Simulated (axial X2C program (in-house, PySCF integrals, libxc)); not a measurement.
**Linear FHfF⁻ at several levels**

The task here is to estimate one member of a computed series from the others.

Computed with an in-house X2C program for linear molecules on PySCF integrals. Level: all-electron X2C, two-component (2c) or spin-free, F dyall-av3z, Hf dyall-v3z.

All values are calculated.

2 further runs of the same task are left out: 2 set aside as unsound or not needed.

The first run:

Contents of task.json:

```json
{"zs": [9, 72, 9], "q": -1, "bas": ["dyall-av3z", "dyall-v3z", "dyall-av3z"], "r0": [2.16, 2.16], "symm": 1, "scan": ["PBE0", "HF", "PBE"], "levels": ["PBE0", "HF", "BHandHLYP"], "nst": 2}
```

Keys: zs atomic numbers; q charge; bas basis sets; r0 starting distance in Å; symm equal bonds; scan levels of the two-bond scan (MP2 follows by itself at each HF point); levels methods; nst determinants followed.

On the command line:

```sh
$ python solin.py task.json out
```

Masses F 18.998, Hf 179.947, F 18.998 u.

Steps of the session up to this table: Scan at PBE0, 2c; Scan at HF, 2c; Scan at PBE, 2c.

One table of the session follows, with a row left open; its other results are not shown here.

| level | r(F–Hf) (Å) | r(Hf–F) (Å) | lower stretch (cm⁻¹) | upper stretch (cm⁻¹) |
| --- | --- | --- | --- | --- |
| PBE0, 2c | 1.959 | 1.959 | 535.5 | 563.2 |
| HF, 2c | ? | ? | ? | ? |
| PBE, 2c | 1.969 | 1.969 | 520.8 | 551.4 |
| MP2, 2c | 1.975 | 1.975 | 529.6 | 561.1 |
| PBE0, spin-free | 1.958 | 1.958 | 537.4 | 565.2 |
| HF, spin-free | 1.975 | 1.975 | 542.1 | 566.4 |
| PBE, spin-free | 1.968 | 1.968 | 522.9 | 553.4 |
| MP2, spin-free | 1.974 | 1.974 | 531.1 | 563.1 |

Estimate the missing values for HF, 2c.

**Answer.** r(F–Hf) (Å): 1.975; r(Hf–F) (Å): 1.975; lower stretch (cm⁻¹): 540.4; upper stretch (cm⁻¹): 564.7.

Scans not shown above were run alike.

To keep in mind: For an anion the highest level of a functional can be positive, and the basis then holds the extra electron. The molecule was held linear; bending was not examined, so a bent shape may lie lower. Note: functional without a current term on a determinant with orbital currents, of the molecule or an atom.
